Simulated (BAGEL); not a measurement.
# B3LYP/6-31G(d) (density fitting with qzvpp-jkfit, spherical functions) run of SiH3SeCl (SMILES Cl[SiH2][SeH])

Aim: the energy change on altering one bond length of SiH3SeCl at B3LYP/6-31G* (density fitting with qzvpp-jkfit, spherical functions), from 2 runs. 

The calculation is run with BAGEL 1.2.2.

3 further runs of the same task are left out: 1 that didn't finish, 2 set aside as unsound or not needed.

## 1. The system as given

The species is SiH3SeCl (6 atoms), meant as a singlet with charge 0. As SMILES, `Cl[SiH2][SeH]`. The coordinates come from a PBE0-D4/def2-TZVP relaxation. This is one conformer, not always the lowest.

Bond lengths: Cl1–Si2 2.048 Å, Si2–Se3 2.271 Å, Si2–H4 1.481 Å, Si2–H5 1.481 Å, Se3–H6 1.471 Å. Angles: Cl1–Si2–Se3 106.0°, Cl1–Si2–H4 108.5°, Cl1–Si2–H5 108.4°, Se3–Si2–H4 111.7°, Se3–Si2–H5 111.8°, Si2–Se3–H6 91.4°, H4–Si2–H5 110.2°.

## 2. A single-point energy at B3LYP/6-31G(d) (density fitting with qzvpp-jkfit, spherical functions)

Contents of input.json:

```json
{ "bagel" : [

{
  "title" : "molecule",
  "basis" : "6-31gs.json",
  "df_basis" : "qzvpp-jkfit",
  "angstrom" : "true",
  "geometry" : [
    { "atom" : "Cl", "xyz" : [      -2.338100,       0.106600,      -0.077400 ] },
    { "atom" : "Si", "xyz" : [      -0.321100,      -0.072300,      -0.384700 ] },
    { "atom" : "Se", "xyz" : [       0.656200,       0.318000,       1.627200 ] },
    { "atom" : "H", "xyz" : [      -0.039300,      -1.440900,      -0.874100 ] },
    { "atom" : "H", "xyz" : [       0.088300,       0.926300,      -1.398200 ] },
    { "atom" : "H", "xyz" : [       1.996000,       0.098300,       1.060800 ] }
  ]
},

{ "title" : "ks", "xc_func" : "b3lyp" },

{ "title" : "print", "file" : "orbitals.molden", "orbitals" : "true" }

]}
```

The basis set 6-31G* is read from a file made from the Basis Set Exchange's data (not shown).

On the command line:

```sh
$ BAGEL_NUM_THREADS=1 BAGEL input.json > input.out
```

Output:

```text
* using 1 threads per process

  ===============================================================
  ===============================================================

  *** Geometry ***

  { "atom" : "Cl", "xyz" : [     -4.418369,      0.201445,     -0.146265 ] },
  { "atom" : "Si", "xyz" : [     -0.606791,     -0.136627,     -0.726978 ] },
  { "atom" : "Se", "xyz" : [      1.240038,      0.600933,      3.074962 ] },
  { "atom" : "H", "xyz" : [     -0.074266,     -2.722906,     -1.651810 ] },
  { "atom" : "H", "xyz" : [      0.166863,      1.750453,     -2.642215 ] },
  { "atom" : "H", "xyz" : [      3.771893,      0.185760,      2.004621 ] },

  Number of auxiliary basis functions:      576

  Since a DF basis is specified, we compute 2- and 3-index integrals:
    o Being stored without compression. Storage requirement is 0.025 GB

  Number of basis functions:       74
  Number of electrons      :       68

    * METHOD: MOLECULE                             0.37

  *** Kohn-Sham DFT ***

    * Removing 9927 points whose weight is below 1.00e-10
    * Grid points: 79509

  === Nuclear Repulsion ===
   306.2517511126

       - DIIS with orbital gradients will be used.

  === KS iteration (b3lyp / 6-31gs.json) ===
      0      -3045.51520661          0.12992421           0.36
      1      -2737.42276489          0.19283438           0.34
      2      -2741.39260777          0.17381767           0.34
      3      -3135.72953383          0.15787679           0.34
      4      -3149.23762067          0.09474082           0.33
      5      -3145.59802469          0.08095366           0.33
      6      -3152.16794246          0.02641649           0.33
      7      -3152.69995778          0.01574424           0.33
      8      -3152.82719902          0.00467010           0.34
      9      -3152.84291514          0.00087517           0.34
     10      -3152.84329740          0.00026856           0.34
     11      -3152.84332972          0.00006990           0.35
     12      -3152.84333159          0.00003190           0.34
     13      -3152.84333235          0.00000395           0.34
     14      -3152.84333236          0.00000134           0.34
     15      -3152.84333236          0.00000033           0.34
     16      -3152.84333236          0.00000012           0.34
     17      -3152.84333236          0.00000002           0.34
     18      -3152.84333236          0.00000001           0.34
    * SCF iteration converged.

    * Permanent dipole moment:
           (   -0.704654,     0.135017,     0.417490) a.u.

    * METHOD: KS                                   6.80

    * METHOD: PRINT                                0.01

  ===============================================================
```

It took 7.5 s on 1 thread of Arm Neoverse V1, shared host; peak memory 0.35 GiB.

## 3. The distorted shape, same level

input.json: that of step 2 with these lines changed.

```diff
@@ -6,5 +6,5 @@
   "df_basis" : "qzvpp-jkfit",
-  "angstrom" : "true",
+  "angstrom" : true,
   "geometry" : [
-    { "atom" : "Cl", "xyz" : [      -2.338100,       0.106600,      -0.077400 ] },
+    { "atom" : "Cl", "xyz" : [      -4.758473,       0.321278,       0.291356 ] },
     { "atom" : "Si", "xyz" : [      -0.321100,      -0.072300,      -0.384700 ] },
@@ -19,3 +19,3 @@
 
-{ "title" : "print", "file" : "orbitals.molden", "orbitals" : "true" }
+{ "title" : "print", "file" : "orbitals.molden", "orbitals" : true }
```

The basis set 6-31G* is read from a file made from the Basis Set Exchange's data (not shown).

On the command line:

```sh
$ BAGEL_NUM_THREADS=1 BAGEL input.json > input.out
```

Output:

```text
* using 1 threads per process

  ===============================================================
  ===============================================================

  *** Geometry ***

  { "atom" : "Cl", "xyz" : [     -8.992211,      0.607127,      0.550583 ] },
  { "atom" : "Si", "xyz" : [     -0.606791,     -0.136627,     -0.726978 ] },
  { "atom" : "Se", "xyz" : [      1.240038,      0.600933,      3.074962 ] },
  { "atom" : "H", "xyz" : [     -0.074266,     -2.722906,     -1.651810 ] },
  { "atom" : "H", "xyz" : [      0.166863,      1.750453,     -2.642215 ] },
  { "atom" : "H", "xyz" : [      3.771893,      0.185760,      2.004621 ] },

  Number of auxiliary basis functions:      576

  Since a DF basis is specified, we compute 2- and 3-index integrals:
    o Being stored without compression. Storage requirement is 0.025 GB

  Number of basis functions:       74
  Number of electrons      :       68

    * METHOD: MOLECULE                             0.35

  *** Kohn-Sham DFT ***

    * Removing 8289 points whose weight is below 1.00e-10
    * Grid points: 81147

  === Nuclear Repulsion ===
   235.5022093987

       - DIIS with orbital gradients will be used.

  === KS iteration (b3lyp / 6-31gs.json) ===
      0      -3035.77391672          0.13775399           0.37
      1      -2720.46246442          0.16372558           0.35
      2      -2774.18893812          0.14053073           0.34
      3      -3138.34046251          0.14822107           0.35
      4      -3148.36660860          0.08657363           0.35
      5      -3142.59349613          0.07081685           0.35
      6      -3082.68403712          0.05736334           0.35
      7      -3128.31083150          0.11517622           0.35
      8      -3129.46946136          0.08852840           0.35
      9      -3132.64420689          0.06238883           0.34
     10      -3143.75566026          0.03355660           0.34
     11      -3152.52251346          0.01022452           0.34
     12      -3151.63716760          0.02417440           0.34
     13      -3152.54894954          0.00621575           0.35
     14      -3152.25842425          0.01447847           0.35
     15      -3152.51948838          0.01170924           0.35
     16      -3152.16766374          0.01287271           0.35
     17      -3152.67142274          0.00100652           0.34
     18      -3152.67090868          0.00108549           0.34
     19      -3152.67075933          0.00123187           0.35
     20      -3152.67152650          0.00086393           0.34
     21      -3152.67011551          0.00143742           0.34
     22      -3152.67236231          0.00005757           0.34
     23      -3152.67236589          0.00001719           0.34
     24      -3152.67236625          0.00000287           0.34
     25      -3152.67236627          0.00000148           0.35
     26      -3152.67236628          0.00000261           0.35
     27      -3152.67236629          0.00000057           0.35
     28      -3152.67236629          0.00000013           0.35
     29      -3152.67236629          0.00000009           0.34
     30      -3152.67236629          0.00000001           0.35
    * SCF iteration converged.

    * Permanent dipole moment:
           (   -3.413297,     0.317215,     0.573047) a.u.

    * METHOD: KS                                  11.09

    * METHOD: PRINT                                0.01

  ===============================================================
```

Wall time 12 s (1 thread of Arm Neoverse V1, shared host); peak memory 0.36 GiB.

## 4. Summary of results

Level: B3LYP/6-31G* (density fitting with qzvpp-jkfit, spherical functions).

| quantity | value |
| --- | --- |
| first shape: total energy | -3152.84333 Eh |
| first shape: dipole moment | 2.11 D |
| first shape: HOMO energy | -6.99 eV |
| first shape: LUMO energy | -0.49 eV |
| first shape: HOMO–LUMO gap | 6.51 eV |
| distorted shape: total energy | -3152.67237 Eh |
| distorted shape: dipole moment | 8.83 D |
| distorted shape: HOMO energy | -6.81 eV |
| distorted shape: LUMO energy | -5.78 eV |
| distorted shape: HOMO–LUMO gap | 1.03 eV |
| energy change with the Cl1–Si2 bond stretched from 2.048 to 4.506 Å | 4.652 eV |

In words: One bond (distorted shape) is far stretched, which a spin-restricted single reference describes badly; a broken-symmetry solution may lie lower. With the Cl1–Si2 bond stretched from 2.048 to 4.506 Å the energy rises by 4.65 eV (449 kJ/mol). The first shape isn't relaxed at this level, so the change isn't measured from a minimum. A restricted reference can't describe the breaking bond well at this length.
